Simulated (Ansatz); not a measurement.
The system is Ni2SbTe.

```xyz
4
Lattice="3.9656 0.0000 0.0000 -1.9828 3.4343 0.0000 0.0000 0.0000 5.2035" Properties=species:S:1:pos:R:3 pbc="T T T"
Te    0.0000    2.2896    0.0000
Sb    1.9828    1.1448    2.6017
Ni    0.0000    0.0000    1.3174
Ni    0.0000    0.0000    3.8861
```

The cell comes from a database or a generator and needn't be the stable form of this composition.

Base run:

- Program: Ansatz 0.2.0
- Functional: PBE
- Potentials or basis: Ansatz PAW
- Cutoff: 420 eV (not typed: the program's choice for these potentials)
- k mesh: 7 × 7 × 5
- Occupations: fermi-dirac, width 0.05 eV
- Spin: collinear spin, ferromagnetic start
- Starting moments: [0.0, 0.0, 0.5, 0.5] μB
- Fixed moment: 1 μB

Its results: pressure 3.6 GPa; site moments Te +0.09; Sb +0.07; Ni +0.35 μB; largest force 0.051 eV/Å.

Task: After a change of settings the same cell gave: pressure 9.0 GPa; site moments Te +0.28; Sb +0.26; Ni +0.93 μB; largest force 0.057 eV/Å. Which change was it?
A. fixed moment from 1 μB to 3 μB; moments at the start from [0.0, 0.0, 0.5, 0.5] to [0.0, 0.0, 1.5, 1.5]
B. fixed moment from 1 μB to 2 μB; moments at the start from [0.0, 0.0, 0.5, 0.5] to [0.0, 0.0, 1.0, 1.0]
C. fixed moment from 1 μB to 2.5 μB; moments at the start from [0.0, 0.0, 0.5, 0.5] to [0.0, 0.0, 1.25, 1.25]
D. fixed moment from 1 μB to 0.5 μB; moments at the start from [0.0, 0.0, 0.5, 0.5] to [0.0, 0.0, 0.25, 0.25]

Result: A.

Caveats: the total moment is fixed, so each spin has its own Fermi level; the thresholds are loose for stress.
